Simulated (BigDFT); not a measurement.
# Cu2 in BigDFT: notebook, part 2 of 2

BigDFT 1.9.6.

### Step 6. Single point, PBE

Input file input.yaml:

```yaml
dft:
  hgrids: 0.37
  rmult: [6.0, 8.0]
  ixc: PBE
  gnrm_cv: 3.e-05
  ncong: 6
  idsx: 6
  itermax: 80
  nrepmax: 2
  norbv: 5
  nvirt: 2
  itermax_virt: 30
  gnrm_cv_virt: 0.001
psolver:
  environment: {cavity: soft-sphere, epsilon: 46.8}
posinp:
  units: angstroem
  positions:
  - {Cu: [4.51299996, 4.52099997, 4.92414996]}
  - {Cu: [4.51299996, 4.52099997, 7.14384996]}
```

Potentials or basis: GTH-PBE (Cu q11).

Launch:

```bash
$ OMP_NUM_THREADS=1 bigdft  # reads input.yaml, psppar.Cu
```

What it wrote:

```text
Version Number                        : 1.9.5-dirty
[... echo of the input with its defaults ...]
  #--------------------------------------------------------------------------------------- |
  #-------------------------------------------------- Input Atomic System (file: input.yaml)
 Atomic System Properties:
   Number of atomic types              :  1
   Number of atoms                     :  2
   Types of atoms                      :  [ Cu ]
   Boundary Conditions                 : Free #Code: F
   Number of Symmetries                :  0
   Space group                         : disabled
  #-------------------------------------------------- Geometry optimization Input Parameters
 Geometry Optimization Parameters:
[... 7 lines left out ...]
 DFT parameters:
   eXchange Correlation:
     XC ID                             :  &ixc -101130
     Exchange-Correlation reference    : "XC= Perdew, Burke & Ernzerhof"
     XC functional implementation      : libXC
     Spin polarization                 :  No
 Basis set definition:
   Suggested Grid Spacings (a0)        :  [  0.37,  0.37,  0.37 ]
   Coarse and Fine Radii Multipliers   :  [  6.0,  8.0 ]
 Self-Consistent Cycle Parameters:
   Wavefunction:
     Gradient Norm Threshold           :  &gnrm_cv  3.0E-05
     CG Steps for Preconditioner       :  6
     DIIS History length               :  6
     Max. Wfn Iterations               :  &itermax  80
     Max. Subspace Diagonalizations    :  2
     Input wavefunction policy         : INPUT_PSI_LCAO # 0
     Output wavefunction policy        : NONE # 0
     Output grid policy                : NONE # 0
     Virtual orbitals                  :  2
     Number of plotted density orbitals:  0
   Density/Potential:
     Max. Iterations                   :  1
 Post Optimization Parameters:
   Finite-Size Effect estimation:
     Scheduled                         :  No
  #----------------------------------------------------------------------- System Properties
 Properties of atoms in the system:
 - Symbol                              : Cu #Type No.  01
   No. of Electrons                    :  11
   No. of Atoms                        :  2
   Radii of active regions (AU):
     Coarse                            :  1.70471
     Fine                              :  0.26455
     Coarse PSP                        :  1.05261
     Source                            : Hard-Coded
   Grid Spacing threshold (AU)         :  0.66
   Pseudopotential type                : HGH-K
   No. of projectors                   :  14
   PSP XC                              : "XC= Perdew, Burke & Ernzerhof"
  #----------------------------------------------- Atom Positions (specified and grid units)
 Atomic structure:
   units                               : angstroem
   positions:
   - Cu: [ 5.384378121,  5.384378121,  5.351403745] # [  27.50,  27.50,  27.33 ] 0001
   - Cu: [ 5.384378121,  5.384378121,  7.571103745] # [  27.50,  27.50,  38.67 ] 0002
   position offset                     :  [ -1.6467, -1.6315, -0.80739 ]
   Rigid Shift Applied (AU)            :  [  1.6467,  1.6315,  0.80739 ]
  #------------------------------------------------------------------------- Grid properties
 Box Grid spacings                     :  [  0.3700,  0.3700,  0.3700 ]
 Sizes of the simulation domain:
   AU                                  :  [  20.350,  20.350,  24.420 ]
   Angstroem                           :  [  10.769,  10.769,  12.923 ]
   Grid Spacing Units                  :  [  55,  55,  66 ]
[... 336 lines left out ...]
       Summing up ionic density:  Yes,
 Integral of the density in the nonvacuum region:  0.8847455664774532,
 Embedded PSolver Preconditioned Conjugate Gradient Method: [Iteration quality: {iter:  5, res:  8.40462917421907730E-09}],
        Cavitation energy:  1.2418354190596276E-002,
         Repulsion energy: -3.7944971137933068E-003,
        Dispersion energy: -4.5551047912505329E-003,
 Non-electrostatic energy:  4.0687522855524377E-003}, Hamiltonian Applied:  Yes,
 iter:  19, EKS: -9.60636447293838103E+01, gnrm:  2.83E-05, D:  1.34E-09,  #FINAL
 Energies: {Ekin:  1.40602257142E+02, Epot: -4.74961681423E+01, Enl: -9.68025769810E+01,
              EH: -3.18521220213E+01,  EXC: -1.54243376256E+01, EvXC: -2.00106052890E+01,
            Eion: -1.28805546433E+02},
 }
          #WARNING: Found an energy value lower than the FINAL energy (delta= 1.34E-09)
       Non-Hermiticity of Hamiltonian in the Subspace:  6.84E-31
        #Eigenvalues and New Occupation Numbers
       Orbitals: [
 {e: -2.158336088563E-01, f:  2.0000},  # 00001
 {e: -1.868555552278E-01, f:  2.0000},  # 00002
 {e: -1.868555259794E-01, f:  2.0000},  # 00003
 {e: -1.719497808193E-01, f:  2.0000},  # 00004
 {e: -1.645159270843E-01, f:  2.0000},  # 00005
 {e: -1.628073477540E-01, f:  2.0000},  # 00006
 {e: -1.554299309585E-01, f:  2.0000},  # 00007
 {e: -1.536421590134E-01, f:  2.0000},  # 00008
 {e: -1.510225960092E-01, f:  2.0000},  # 00009
 {e: -1.510225633585E-01, f:  2.0000},  # 00010
 {e: -1.483089957252E-01, f:  2.0000}] # 00011
 Last Iteration                        : *FINAL001
  #---------------------------------------------------------------------- Forces Calculation
 Total electronic charge               :  21.999996278420
 Poisson Solver:
   BC                                  : Free
   Box                                 :  [  141,  141,  163 ]
   Summing up ionic density            :  Yes
   Integral of the density in the nonvacuum region:  0.8847455664774531
   Embedded PSolver Preconditioned Conjugate Gradient Method:
   - Iteration quality: {iter:  1, res:  5.14265625061832304E-09}
   Cavitation energy                   :  1.2418354190596276E-002
   Repulsion energy                    : -3.7944971137933068E-003
   Dispersion energy                   : -4.5551047912505329E-003
   Non-electrostatic energy            :  4.0687522855524377E-003
 Multipole analysis origin             :  [  1.0175E+01,  1.017500E+01,  1.221000E+01 ]
 Electric Dipole Moment (AU):
   P vector                            :  [ -1.086637E-03, -1.086637E-03, -4.362196E-06 ]
   norm(P)                             :  1.53674269E-03
 Electric Dipole Moment (Debye):
   P vector                            :  [ -2.761955E-03, -2.761955E-03, -1.108760E-05 ]
   norm(P)                             :  3.90600995E-03
 Quadrupole Moment (AU):
   Q matrix:
   -  [-8.6692E+00,  1.3462E-04,  6.9848E-05]
   -  [ 1.3462E-04, -8.6692E+00,  6.9848E-05]
   -  [ 6.9848E-05,  6.9848E-05,  1.7338E+01]
   trace                               : -5.68E-14
 Spreads of the electronic density (AU):  [  9.161793E-01,  9.161793E-01,  2.200921E+00 ]
 Calculate local forces                :  Yes
 Calculate Non Local forces            :  Yes
  #---------------------------------- Iterative subspace diagonalization of virtual orbitals
 Generation of input wavefunction data for atom: Cu
 Electronic configuration: {
 s: [ 1.00],
 p: [ 0/3,  0/3,  0/3],
 (d): [ 2.00,  2.00,  2.00,  2.00,  2.00]}
 Wavelet conversion succeeded          :  Yes
 Deviation from normalization          :  1.25E+00
[... start values and all but the last Davidson step ...]
 Gradient Norm: {Value:  1.13425E-03, Exit criterion:  1.00E-03}
 Eigenvalues and eigenstate residue:
 -  [ -8.2525E-02,  1.4818E-03 ] # 0001
 -  [ -3.572536508391E-02,  6.143043401258E-04 ] # 0002
 -  [ -3.5585E-02,  1.3029E-02 ] # 0003
 -  [  7.252E-03,  9.4771E-03 ] # 0004
 -  [  4.5784E-02,  1.0706E-02 ] # 0005
  #------------------------------------------------------------------------------  iter=  23
 Gradient Norm: {Value:  9.23677E-04, Exit criterion:  1.00E-03}
 Iteration for Davidson convergence    :  22
 Complete list of energy eigenvalues:
    #Kpt #0001  BZ coord. =  [  0.000000,  0.000000,  0.000000 ]
 - e_occ                               : -2.15833608856341E-01 # 0001
 - e_occ                               : -1.86855555227760E-01 # 0002
 - e_occ                               : -1.86855525979437E-01 # 0003
 - e_occ                               : -1.71949780819274E-01 # 0004
 - e_occ                               : -1.64515927084321E-01 # 0005
 - e_occ                               : -1.62807347753999E-01 # 0006
 - e_occ                               : -1.55429930958517E-01 # 0007
 - e_occ                               : -1.53642159013437E-01 # 0008
 - e_occ                               : -1.51022596009217E-01 # 0009
 - e_occ                               : -1.51022563358507E-01 # 0010
 - e_occ                               : -1.48308995725244E-01 # 0011
 - HOMO LUMO gap (AU, eV)              :  [  6.57842593631649E-02,  1.79008081176015E+00 ]
 - e_vrt                               : -8.25247363620790E-02 # 0001
 - e_vrt                               : -3.57253650839073E-02 # 0002
 - e_vrt                               : -3.55851712147247E-02 # 0003
 - e_vrt                               :  7.25202489775038E-03 # 0004
 - e_vrt                               :  4.57844973124366E-02 # 0005
  #-------------------------------- Warnings obtained during the run, check their relevance!
 WARNINGS:
 - A bigger number of virtual orbitals may be needed for better convergence
 - Input guess not used due to residual norm >  1.0E-002
 - Found an energy value lower than the FINAL energy (delta= 1.34E-09)
 BigDFT infocode                       :  0
 Average noise forces: {x:  2.44454466E-05, y:  2.44454466E-05, z:  6.74746773E-05,
                    total:  7.58155116E-05}
 Clean forces norm (Ha/Bohr): {maxval:  6.832880562823E-03, fnrm2:  9.337651357162E-05}
 Raw forces norm (Ha/Bohr): {maxval:  6.880612158753E-03, fnrm2:  9.338238768885E-05}
  #-------------------------------------------------------------------- Atomic Forces (Ha/Bohr)
 Atomic Forces (Ha/Bohr):
 -  {Cu: [ 0.000000000000E+00, -1.694065894509E-21,  6.832880562823E-03]} # 0001
 -  {Cu: [-8.470329472543E-22, -2.541098841763E-21, -6.832880562823E-03]} # 0002
 Energy (Hartree)                      : -9.60636447293838103E+01
 Force Norm (Hartree/Bohr)             :  9.66315236202012692E-03
```

It took 80 s on 1 thread of AMD EPYC 9R45 (Zen 5), shared host; peak memory 0.78 GiB.

What came out:

```yaml
Free_energy: -2614.0249 eV
Largest_force: 0.351 eV/Å
Gap_between_the_frontier_levels: 1.79 eV
Highest_occupied_level: -4.04 eV
Lowest_empty_level: -2.25 eV
Dipole_moment: 0.00 D
```

Forces on the atoms (eV/Å):
```
Cu   0.000  0.000  0.351
Cu   0.000  0.000 -0.351
```

Caveat: boundaries are free: the box only frames the coordinates, and the band gap is the HOMO-LUMO gap; the molecule sits in an implicit solvent.

### Step 7. Overview

```csv
solvent permittivity,gap on the mesh (eV),largest force (eV/Å)
2.27,1.61,0.46
8.93,1.72,0.42
24.9,1.78,0.38
4.71,1.67,0.44
46.8,1.79,0.35
```

Alike in all rows: task single point; level PBE; potentials or basis GTH-PBE (Cu q11); no spin polarisation; cell as given; smearing fixed; grid spacing 0.37 bohr.

On the cell as given the gap runs from 1.61 eV (PBE) to 1.79 eV (PBE).

Caveats: boundaries are free: the box only frames the coordinates, and the band gap is the HOMO-LUMO gap; the molecule sits in an implicit solvent.

Total energies depend on the potentials used, so only differences within one code and one set of settings carry meaning.
